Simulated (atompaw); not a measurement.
# Er: the cost of one run

The numbers are computed with atompaw 4.2.0.5 (PBEsol, scalar-relativistic, spin-unpolarised reference atom).

## 1. The design

Typed settings, in words:

```
element                 : erbium (Er, Z = 68)
type                    : PAW
frozen core             : [Xe]
valence charge          : 14
reference configuration : 4f11 5d1 6s2 6p0
partial waves           : 6s (bound): rc 3.00 bohr; 6s channel at 2.85 Ry: rc 2.75 bohr; 6p (bound, empty): rc 3.00 bohr; 6p channel at 2.65 Ry: rc 3.00 bohr; 5d (bound): rc 2.25 bohr; 5d channel at 5.2 Ry: rc 2.25 bohr; 4f (bound): rc 0.90 bohr; 4f channel at -0.25 Ry: rc 0.90 bohr
local potential         : bessel scheme, radius 2.55 bohr
core correction         : smooth core density matched at 2.95 bohr
augmentation charge     : besselshape compensation charge, radius 2.85 bohr; PAW radius 3.00 bohr; waves and projectors: custom rrkj gramschmidtortho
```

The outer shells as boxes (Hund's rule for the drawing; the calculation is spin-unpolarised):

```
[Xe] core
4f [↑↓][↑↓][↑↓][↑↓][↑ ][↑ ][↑ ]
5d [↑ ][  ][  ][  ][  ]
6s [↑↓]
6p [  ][  ][  ]
```

The nodes and maxima of the atom's own shells, from an earlier all-electron run, set the scale for the radii.

All-electron outer shells of the reference configuration (PBEsol, scalar-relativistic, ld1.x):

| shell | level (eV) | outermost node (bohr) | outermost maximum (bohr) |
| --- | --- | --- | --- |
| 5s | -56.05 | 0.60 | 1.10 |
| 5p | -29.77 | 0.65 | 1.26 |
| 4f | -9.51 | – | 0.51 |
| 6s | -4.43 | 1.49 | 3.18 |
| 5d | -2.11 | 0.73 | 1.88 |
| 6p | -1.31 | 1.81 | 4.40 |

## 2. The generation run

Contents of Er.input:

```
Er 68
GGA-PBESOL scalarrelativistic loggrid 2001 logderivrange -3 5 201
6 6 5 4 0 0
6 1 0
5 2 1
4 3 11
0 0 0
c
c
c
c
c
v
c
c
c
c
v
c
c
v
v
3
3.00 2.85 2.55 2.95
y
2.85
n
y
2.65
n
y
5.2
n
y
-0.25
n
custom rrkj gramschmidtortho besselshape
bessel
3.00
2.75
3.00
3.00
2.25
2.25
0.90
0.90
PWSCFOUT
UPFDX 0.0125d0 UPFXMIN -7.d0 UPFZMESH 68.d0
END
```

Started as:

```console
$ atompaw < Er.input > Er.log
```

**Question.** How long does this run take on 1 thread of Intel Xeon Platinum 8259CL at 2.50GHz, shared host?

About 51 s.
